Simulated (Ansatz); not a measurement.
The system is CoCl2O2.

```xyz
5
Lattice="3.5809 -3.9270 0.0000 3.5809 3.9270 0.0000 -0.4204 0.0000 3.4576" Properties=species:S:1:pos:R:3 pbc="T T T"
Co    0.0000    0.0000    0.0000
Cl    5.3026    0.0000    1.4797
Cl    1.4388    0.0000    1.9780
O     3.5809   -2.2921    0.0000
O     3.5809    2.2921    0.0000
```

The cell comes from a database or a generator and needn't be the stable form of this composition.

- Program: Ansatz 0.2.0
- Task: relaxation of cell and atoms
- Functional: LDA
- Potentials or basis: Ansatz PAW
- Cutoff: 420 eV (not typed: the program's choice for these potentials)
- k mesh: 5 × 5 × 8
- Occupations: fermi-dirac, width 0.05 eV
- Spin: collinear spin, ferromagnetic start
- Starting moments: [2.0, 0.0, 0.0, 0.0, 0.0] μB
- Hubbard terms: Co d U = 5 eV

At the start: volume 19.45 Å³/atom.

Question: How do energy, volume and symmetry change on relaxing?

Answer: It ends after 21 steps and the volume is 13.35 Å³/atom (-31.4 %); space group C2/m (No. 12, to 0.05 Å); moment 1.97 μB per cell.

The path:
| step | energy change (eV) | largest force (eV/Å) | volume (Å³) |
| --- | --- | --- | --- |
| 1 | 0.0000 | 0.5065 | 97.24 |
| 2 | -0.2207 | 0.2613 | 85.07 |
| 3 | -0.3527 | 0.9943 | 75.82 |
| 4 | -0.5043 | 1.3512 | 69.38 |
| 5 | -0.6906 | 0.8377 | 65.46 |
| 6 | -0.6846 | 1.0581 | 69.42 |
| 7 | -0.7542 | 0.5525 | 65.84 |
| 8 | -0.7719 | 0.5142 | 68.47 |
| 9 | -0.8123 | 0.0351 | 67.13 |
| 10 | -0.8190 | 0.1211 | 66.35 |
| 11 | -0.8209 | 0.0607 | 66.58 |
| 12 | -0.8205 | 0.0463 | 66.86 |
| 13 | -0.8200 | 0.0245 | 67.07 |
| 14 | -0.8201 | 0.0149 | 67.06 |
| 15 | -0.8200 | 0.0016 | 67.11 |
| 16 | -0.8032 | 0.0044 | 67.11 |
| 17 | -0.8051 | 0.0348 | 66.73 |
| 18 | -0.8052 | 0.0038 | 66.73 |
| 19 | -0.8051 | 0.0040 | 66.75 |
| 20 | -0.8038 | 0.0039 | 66.75 |
| 21 | -0.8038 | 0.0039 | 66.75 |

Final structure:
```yaml
crystal:
  lattice:
    - [3.32343, -2.97701, -0.25198]
    - [3.32343, 2.97701, -0.25198]
    - [-0.63348, 0.00000, 3.42149]
  atoms:
    - { symbol: Co, position: [0.00000, 0.00000, 0.00000] }
    - { symbol: Cl, position: [0.74423, 0.74423, 0.42353] }
    - { symbol: Cl, position: [0.25577, 0.25577, 0.57647] }
    - { symbol: O, position: [0.71488, 0.28512, 0.00000] }
    - { symbol: O, position: [0.28512, 0.71488, 0.00000] }
```

Caveat: the magnetic or orbital state may not be the lowest; the volume moved by over 15 % at a fixed basis, so the end points are rough; the plane-wave basis is chosen anew once the cell has moved, so the energies of steps on either side of that aren't comparable; the pressure holds a Pulay correction of +0.6 GPa for the finite cutoff; a cell with one magnetic atom can't hold antiferromagnetic order, which such compounds often take; the PAW data sets come from PBE, with cores solved anew for the run's functional, which leaves a small shift of forces and pressure.
